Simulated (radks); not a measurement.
**Shell filling in a hard-walled sphere of radius 11.4 bohr*, with a point charge of +2 at the centre, N = 10 to 12**

Which level does each new electron take in a hard-walled sphere of radius 11.4 bohr*, with a point charge of +2 at the centre, and at which counts is the dot hardest to charge further? Each count tries a few candidate levels and keeps the lowest.

Program: radks, version 2. Model: non-relativistic spin-polarised Kohn-Sham, LDA (Slater exchange, Perdew-Wang correlation), spherically averaged shells. All values are calculated.

### Step 1. The system

```
well                     : a hard-walled sphere of radius 11.4 bohr*, with a point charge of +2 at the centre
functional               : LDA (Slater exchange, Perdew-Wang correlation)
levels                   : named by radial order: 1s, 1p, 1d, 2s, 1f and so on
units                    : effective atomic units, hartree* and bohr*
configuration carried in : 1s2 1p(up 3, down 2) 2s2 (N = 9, energy -0.147791)
```

### Step 2. 10 electrons

Next run: add 1p down. The run's settings:

```ini
kind = hard wall
xc = PW
radius = 11.4  # bohr
z = 2  # e
electrons = 10
background = 0  # e
configuration = 1s2 1p6 2s2
```

Command:

```sh
$ python run_model.py task.json out
```

task.json names the series; the program runs every candidate in turn, and a move starts from the lowest state found so far. In the records, mag is the spin moment and err the last SCF error; their hartree and bohr are effective units.

From the run's result record (rounded, not every field):

```text
{
  "status": "converged",
  "energy_total [hartree]": 0.665678658,
  "energy_kinetic [hartree]": 3.550221,
  "energy_external [hartree]": -8.694929,
  "energy_hartree [hartree]": 7.725901,
  "energy_xc [hartree]": -1.915515,
  "energy_background [hartree]": 0.0,
  "orbitals [level, occupation, hartree, mean radius in bohr]": [
    ["1s up", 1, 0.465409, 0.965274],
    ["1p up", 3, 0.864024, 8.08806],
    ["2s up", 1, 0.846515, 7.96012],
    ["1s down", 1, 0.465409, 0.965274],
    ["1p down", 3, 0.864024, 8.08806],
    ["2s down", 1, 0.846515, 7.96012]
  ],
  "r2_mean [bohr^2]": 53.96212,
  "mag [bohr magneton]": 0,
  "err": 1.4e-09,
  "alpha [bohr^3]": 883.9032
}
```

Next run: add 1d up. Changed: configuration = 1s2 1p(up 3, down 2) 1d(up 1, down 0) 2s2.

Result:

```text
{
  "status": "converged",
  "energy_total [hartree]": 0.694103001,
  "energy_kinetic [hartree]": 3.591818,
  "energy_external [hartree]": -8.687984,
  "energy_hartree [hartree]": 7.71128,
  "energy_xc [hartree]": -1.921011,
  "energy_background [hartree]": 0.0,
  "orbitals [level, occupation, hartree, mean radius in bohr]": [
    ["1s up", 1, 0.461777, 0.965257],
    ["1p up", 3, 0.858307, 8.08864],
    ["1d up", 1, 0.891828, 8.29348],
    ["2s up", 1, 0.840816, 7.96255],
    ["1s down", 1, 0.461785, 0.964828],
    ["1p down", 2, 0.868564, 8.07634],
    ["2s down", 1, 0.850963, 7.94394]
  ],
  "r2_mean [bohr^2]": 54.21029,
  "mag [bohr magneton]": 2,
  "err": 1.4e-10
}
```

Next run: add 1d down. Changed: configuration = 1s2 1p(up 3, down 2) 1d(up 0, down 1) 2s2.

Result:

```text
{
  "status": "converged",
  "energy_total [hartree]": 0.699218448,
  "energy_kinetic [hartree]": 3.591696,
  "energy_external [hartree]": -8.688088,
  "energy_hartree [hartree]": 7.711378,
  "energy_xc [hartree]": -1.915768,
  "energy_background [hartree]": 0.0,
  "orbitals [level, occupation, hartree, mean radius in bohr]": [
    ["1s up", 1, 0.461825, 0.965187],
    ["1p up", 3, 0.86311, 8.07894],
    ["2s up", 1, 0.845544, 7.94919],
    ["1s down", 1, 0.461867, 0.964915],
    ["1p down", 2, 0.863082, 8.08783],
    ["1d down", 1, 0.896623, 8.29558],
    ["2s down", 1, 0.84557, 7.95977]
  ],
  "r2_mean [bohr^2]": 54.20944,
  "mag [bohr magneton]": 0,
  "err": 1.1e-10
}
```

Next run: move 1p up to 1d up. Changed: configuration = 1s2 1p(up 2, down 3) 1d(up 1, down 0) 2s2.

Result:

```text
{
  "status": "converged",
  "energy_total [hartree]": 0.699218448,
  "energy_kinetic [hartree]": 3.591696,
  "energy_external [hartree]": -8.688088,
  "energy_hartree [hartree]": 7.711378,
  "energy_xc [hartree]": -1.915768,
  "energy_background [hartree]": 0.0,
  "orbitals [level, occupation, hartree, mean radius in bohr]": [
    ["1s up", 1, 0.461867, 0.964915],
    ["1p up", 2, 0.863082, 8.08783],
    ["1d up", 1, 0.896623, 8.29558],
    ["2s up", 1, 0.84557, 7.95977],
    ["1s down", 1, 0.461825, 0.965187],
    ["1p down", 3, 0.86311, 8.07894],
    ["2s down", 1, 0.845544, 7.94919]
  ],
  "r2_mean [bohr^2]": 54.20944,
  "mag [bohr magneton]": 0,
  "err": 1.1e-10
}
```

Next run: move 1p down to 1d up: the same state as a run above.

Next run: move 1p down to 1d down: the same state as a run above.

| candidate | configuration | above the lowest (hartree*) |
| --- | --- | --- |
| add 1p down | 1s2 1p6 2s2 | lowest |
| add 1d up | 1s2 1p(up 3, down 2) 1d(up 1, down 0) 2s2 | 0.0284 |
| add 1d down | 1s2 1p(up 3, down 2) 1d(up 0, down 1) 2s2 | 0.0335 |
| move 1p up to 1d up | 1s2 1p(up 2, down 3) 1d(up 1, down 0) 2s2 | 0.0335 |
| move 1p down to 1d up | 1s2 1p(up 3, down 2) 1d(up 1, down 0) 2s2 | 0.0284 |
| move 1p down to 1d down | 1s2 1p(up 3, down 2) 1d(up 0, down 1) 2s2 | 0.0335 |

The series goes on from 1s2 1p6 2s2.

From the same record, its empty bound levels (hartree) and its density (bohr, e/bohr³):

```text
empty: [["1d up", 0.89756], ["1f up", 0.94419], ["2p up", 1.0617], ["1g up", 1.0029], ["1d down", 0.89756], ["1f down", 0.94419], ["2p down", 1.0617], ["1g down", 1.0029]]
r: [0.2938, 0.8628, 1.432, 2.001, 2.57, 3.139, 3.708, 4.277, 4.846, 5.414, 5.983, 6.552, 7.121, 7.69, 8.259, 8.828, 9.397, 9.966, 10.54, 11.1]
n: [1.121, 0.1519, 0.02566, 0.005032, 0.00123, 0.0005387, 0.0005055, 0.0006561, 0.0008975, 0.001208, 0.001574, 0.001959, 0.002303, 0.002518, 0.002508, 0.002211, 0.001655, 0.0009733, 0.0003714, 4.477e-05]
```

### Step 3. 11 electrons

Next run: add 1d up. The run's settings:

```ini
kind = hard wall
xc = PW
radius = 11.4  # bohr
z = 2  # e
electrons = 11
background = 0  # e
configuration = 1s2 1p6 1d(up 1, down 0) 2s2
```

From the run's result record (rounded, not every field):

```text
{
  "status": "converged",
  "energy_total [hartree]": 1.61293985,
  "energy_kinetic [hartree]": 3.734146,
  "energy_external [hartree]": -8.913404,
  "energy_hartree [hartree]": 8.863978,
  "energy_xc [hartree]": -2.07178,
  "energy_background [hartree]": 0.0,
  "orbitals [level, occupation, hartree, mean radius in bohr]": [
    ["1s up", 1, 0.574709, 0.964739],
    ["1p up", 3, 0.96435, 8.17804],
    ["1d up", 1, 0.997019, 8.36411],
    ["2s up", 1, 0.94735, 8.063],
    ["1s down", 1, 0.574695, 0.964675],
    ["1p down", 3, 0.969147, 8.16877],
    ["2s down", 1, 0.952076, 8.05036]
  ],
  "r2_mean [bohr^2]": 56.55271,
  "mag [bohr magneton]": 1,
  "err": 7.7e-10
}
```

Next run: add 1f up. Changed: configuration = 1s2 1p6 2s2 1f(up 1, down 0).

Result:

```text
{
  "status": "converged",
  "energy_total [hartree]": 1.65871224,
  "energy_kinetic [hartree]": 3.787186,
  "energy_external [hartree]": -8.908661,
  "energy_hartree [hartree]": 8.851764,
  "energy_xc [hartree]": -2.071578,
  "energy_background [hartree]": 0.0,
  "orbitals [level, occupation, hartree, mean radius in bohr]": [
    ["1s up", 1, 0.572307, 0.964669],
    ["1p up", 3, 0.963543, 8.17769],
    ["2s up", 1, 0.946539, 8.0623],
    ["1f up", 1, 1.04199, 8.53255],
    ["1s down", 1, 0.572284, 0.964688],
    ["1p down", 3, 0.968328, 8.16185],
    ["2s down", 1, 0.951216, 8.0421]
  ],
  "r2_mean [bohr^2]": 56.74981,
  "mag [bohr magneton]": 1,
  "err": 1.1e-09
}
```

Next run: move 1d up to 1f up: the same state as a run above.

Next run: move 1p down to 1d up. Changed: configuration = 1s2 1p(up 3, down 2) 1d(up 2, down 0) 2s2.

Result:

```text
{
  "status": "converged",
  "energy_total [hartree]": 1.63595245,
  "energy_kinetic [hartree]": 3.774877,
  "energy_external [hartree]": -8.907172,
  "energy_hartree [hartree]": 8.850417,
  "energy_xc [hartree]": -2.082169,
  "energy_background [hartree]": 0.0,
  "orbitals [level, occupation, hartree, mean radius in bohr]": [
    ["1s up", 1, 0.57145, 0.964726],
    ["1p up", 3, 0.959239, 8.17786],
    ["1d up", 2, 0.991899, 8.36196],
    ["2s up", 1, 0.94225, 8.06423],
    ["1s down", 1, 0.571444, 0.964283],
    ["1p down", 2, 0.973814, 8.15772],
    ["2s down", 1, 0.956659, 8.0352]
  ],
  "r2_mean [bohr^2]": 56.75858,
  "mag [bohr magneton]": 3,
  "err": 1.8e-09
}
```

Next run: move 1p down to 1d down. Changed: configuration = 1s2 1p(up 3, down 2) 1d(up 1, down 1) 2s2.

Result:

```text
{
  "status": "converged",
  "energy_total [hartree]": 1.64571168,
  "energy_kinetic [hartree]": 3.77472,
  "energy_external [hartree]": -8.907238,
  "energy_hartree [hartree]": 8.850423,
  "energy_xc [hartree]": -2.072193,
  "energy_background [hartree]": 0.0,
  "orbitals [level, occupation, hartree, mean radius in bohr]": [
    ["1s up", 1, 0.571484, 0.964654],
    ["1p up", 3, 0.963556, 8.17031],
    ["1d up", 1, 0.996301, 8.35873],
    ["2s up", 1, 0.946509, 8.05381],
    ["1s down", 1, 0.571505, 0.964354],
    ["1p down", 2, 0.968317, 8.16876],
    ["1d down", 1, 1.00109, 8.36004],
    ["2s down", 1, 0.951246, 8.05029]
  ],
  "r2_mean [bohr^2]": 56.75857,
  "mag [bohr magneton]": 1,
  "err": 7.9e-10
}
```

| candidate | configuration | above the lowest (hartree*) |
| --- | --- | --- |
| add 1d up | 1s2 1p6 1d(up 1, down 0) 2s2 | lowest |
| add 1f up | 1s2 1p6 2s2 1f(up 1, down 0) | 0.0458 |
| move 1d up to 1f up | 1s2 1p6 2s2 1f(up 1, down 0) | 0.0458 |
| move 1p down to 1d up | 1s2 1p(up 3, down 2) 1d(up 2, down 0) 2s2 | 0.0230 |
| move 1p down to 1d down | 1s2 1p(up 3, down 2) 1d(up 1, down 1) 2s2 | 0.0328 |

The series goes on from 1s2 1p6 1d(up 1, down 0) 2s2.

### Step 4. N = 12

Next run: add 1d up. The run's settings:

```ini
kind = hard wall
xc = PW
radius = 11.4  # bohr
z = 2  # e
electrons = 12
background = 0  # e
configuration = 1s2 1p6 1d(up 2, down 0) 2s2
```

From the run's result record (rounded, not every field):

```text
{
  "status": "converged",
  "energy_total [hartree]": 2.65979974,
  "energy_kinetic [hartree]": 3.924224,
  "energy_external [hartree]": -9.131229,
  "energy_hartree [hartree]": 10.10305,
  "energy_xc [hartree]": -2.236247,
  "energy_background [hartree]": 0.0,
  "orbitals [level, occupation, hartree, mean radius in bohr]": [
    ["1s up", 1, 0.683658, 0.964296],
    ["1p up", 3, 1.06481, 8.25788],
    ["1d up", 2, 1.09673, 8.42618],
    ["2s up", 1, 1.04825, 8.15376],
    ["1s down", 1, 0.683636, 0.964179],
    ["1p down", 3, 1.07392, 8.24164],
    ["2s down", 1, 1.05724, 8.13172]
  ],
  "r2_mean [bohr^2]": 58.78961,
  "mag [bohr magneton]": 2,
  "err": 8.5e-10
}
```

Next run: add 1d down. Changed: configuration = 1s2 1p6 1d(up 1, down 1) 2s2.

Result:

```text
{
  "status": "converged",
  "energy_total [hartree]": 2.66442885,
  "energy_kinetic [hartree]": 3.924185,
  "energy_external [hartree]": -9.131204,
  "energy_hartree [hartree]": 10.10298,
  "energy_xc [hartree]": -2.23153,
  "energy_background [hartree]": 0.0,
  "orbitals [level, occupation, hartree, mean radius in bohr]": [
    ["1s up", 1, 0.683637, 0.964231],
    ["1p up", 3, 1.06912, 8.25058],
    ["1d up", 1, 1.10112, 8.42281],
    ["2s up", 1, 1.0525, 8.14382],
    ["1s down", 1, 0.683637, 0.964231],
    ["1p down", 3, 1.06912, 8.25058],
    ["1d down", 1, 1.10112, 8.42281],
    ["2s down", 1, 1.0525, 8.14382]
  ],
  "r2_mean [bohr^2]": 58.79027,
  "mag [bohr magneton]": 0,
  "err": 8.8e-10
}
```

Next run: add 1f up. Changed: configuration = 1s2 1p6 1d(up 1, down 0) 2s2 1f(up 1, down 0).

Result:

```text
{
  "status": "converged",
  "energy_total [hartree]": 2.70481453,
  "energy_kinetic [hartree]": 3.976574,
  "energy_external [hartree]": -9.126889,
  "energy_hartree [hartree]": 10.09137,
  "energy_xc [hartree]": -2.236241,
  "energy_background [hartree]": 0.0,
  "orbitals [level, occupation, hartree, mean radius in bohr]": [
    ["1s up", 1, 0.681462, 0.964235],
    ["1p up", 3, 1.06408, 8.25721],
    ["1d up", 1, 1.09601, 8.42598],
    ["2s up", 1, 1.04752, 8.15278],
    ["1f up", 1, 1.14103, 8.58213],
    ["1s down", 1, 0.681433, 0.964188],
    ["1p down", 3, 1.07319, 8.23552],
    ["2s down", 1, 1.05647, 8.12446]
  ],
  "r2_mean [bohr^2]": 58.95735,
  "mag [bohr magneton]": 2,
  "err": 9.7e-10
}
```

Next run: move 1d up to 1d down: the same state as a run above.

Next run: move 1d up to 1f up: the same state as a run above.

Next run: move 1p down to 1d up. Changed: configuration = 1s2 1p(up 3, down 2) 1d(up 3, down 0) 2s2.

Result:

```text
{
  "status": "converged",
  "energy_total [hartree]": 2.67793637,
  "energy_kinetic [hartree]": 3.964208,
  "energy_external [hartree]": -9.12555,
  "energy_hartree [hartree]": 10.09031,
  "energy_xc [hartree]": -2.251033,
  "energy_background [hartree]": 0.0,
  "orbitals [level, occupation, hartree, mean radius in bohr]": [
    ["1s up", 1, 0.68069, 0.964284],
    ["1p up", 3, 1.06016, 8.25736],
    ["1d up", 3, 1.09208, 8.42413],
    ["2s up", 1, 1.04361, 8.15434],
    ["1s down", 1, 0.680675, 0.96383],
    ["1p down", 2, 1.07868, 8.23121],
    ["2s down", 1, 1.06192, 8.1175]
  ],
  "r2_mean [bohr^2]": 58.96409,
  "mag [bohr magneton]": 4,
  "err": 9.6e-11
}
```

Next run: move 1p down to 1d down. Changed: configuration = 1s2 1p(up 3, down 2) 1d(up 2, down 1) 2s2.

Result:

```text
{
  "status": "converged",
  "energy_total [hartree]": 2.69189651,
  "energy_kinetic [hartree]": 3.963973,
  "energy_external [hartree]": -9.125641,
  "energy_hartree [hartree]": 10.09034,
  "energy_xc [hartree]": -2.236774,
  "energy_background [hartree]": 0.0,
  "orbitals [level, occupation, hartree, mean radius in bohr]": [
    ["1s up", 1, 0.68074, 0.964215],
    ["1p up", 3, 1.06411, 8.25126],
    ["1d up", 2, 1.09609, 8.42145],
    ["2s up", 1, 1.04751, 8.14596],
    ["1s down", 1, 0.680747, 0.963891],
    ["1p down", 2, 1.07319, 8.2418],
    ["1d down", 1, 1.10528, 8.41877],
    ["2s down", 1, 1.0565, 8.13187]
  ],
  "r2_mean [bohr^2]": 58.9633,
  "mag [bohr magneton]": 2,
  "err": 9.3e-11
}
```

| candidate | configuration | above the lowest (hartree*) |
| --- | --- | --- |
| add 1d up | 1s2 1p6 1d(up 2, down 0) 2s2 | lowest |
| add 1d down | 1s2 1p6 1d(up 1, down 1) 2s2 | 0.00463 |
| add 1f up | 1s2 1p6 1d(up 1, down 0) 2s2 1f(up 1, down 0) | 0.0450 |
| move 1d up to 1d down | 1s2 1p6 1d(up 1, down 1) 2s2 | 0.00463 |
| move 1d up to 1f up | 1s2 1p6 1d(up 1, down 0) 2s2 1f(up 1, down 0) | 0.0450 |
| move 1p down to 1d up | 1s2 1p(up 3, down 2) 1d(up 3, down 0) 2s2 | 0.0181 |
| move 1p down to 1d down | 1s2 1p(up 3, down 2) 1d(up 2, down 1) 2s2 | 0.0321 |

Kept: 1s2 1p6 1d(up 2, down 0) 2s2.

From the same record, its empty bound levels (hartree) and its density (bohr, e/bohr³):

```text
empty: [["1f up", 1.1417], ["2p up", 1.2751], ["1g up", 1.1989], ["1d down", 1.106], ["1f down", 1.1511], ["2p down", 1.2795], ["1g down", 1.2083]]
r: [0.3067, 0.875, 1.443, 2.012, 2.58, 3.148, 3.717, 4.285, 4.853, 5.421, 5.99, 6.558, 7.126, 7.695, 8.263, 8.831, 9.4, 9.968, 10.54, 11.1]
n: [1.068, 0.146, 0.02481, 0.004841, 0.001143, 0.0004557, 0.0004096, 0.0005498, 0.0007947, 0.001137, 0.001575, 0.002086, 0.002608, 0.003029, 0.003199, 0.00298, 0.002341, 0.001434, 0.0005648, 6.913e-05]
```

### Step 5. Trends over these counts

| N | configuration | unpaired | chemical potential (hartree*) | addition energy (hartree*) | rms radius (bohr*) |
| --- | --- | --- | --- | --- | --- |
| 10 | 1s2 1p6 2s2 | 0 | 0.8135 | 0.134 | 7.35 |
| 11 | 1s2 1p6 1d(up 1, down 0) 2s2 | 1 | 0.9473 | 0.0996 | 7.52 |
| 12 | 1s2 1p6 1d(up 2, down 0) 2s2 | 2 | 1.047 | - | 7.67 |

Chemical potential E(N) - E(N-1); addition energy E(N+1) + E(N-1) - 2E(N).

Density of N = 12:

r (bohr*), 4πr² × density and a bar:
```
     0.31       1.26 #############
     1.16       1.00 ##########
     2.01       0.25 ###
     2.86       0.07 #
     3.72       0.07 #
     4.57       0.17 ##
     5.42       0.42 ####
     6.27       0.90 #########
     7.13       1.66 #################
     7.98       2.52 ##########################
     8.83       2.92 ##############################
     9.68       2.24 #######################
    10.54       0.79 ########
    11.39       0.00
```

### Step 6. Outcome

| quantity | value |
| --- | --- |
| closed shells at N | 10 |
| largest addition energy | 0.134 hartree* at N = 10 (of N = 10 to 11) |
| most unpaired electrons | 2 at N = 12 |
| polarisability at N = 10 | 883.9 bohr*³ |
| configuration at N = 12 | 1s2 1p6 1d(up 2, down 0) 2s2 |

**Reading.** All occupied shells are full at N = 10, and the second difference peaks there. The largest moment in range is 2, first at N = 12: exchange favours parallel spins in open shells. Spherical averaging forbids deformation, and the greedy search can miss a lower configuration.
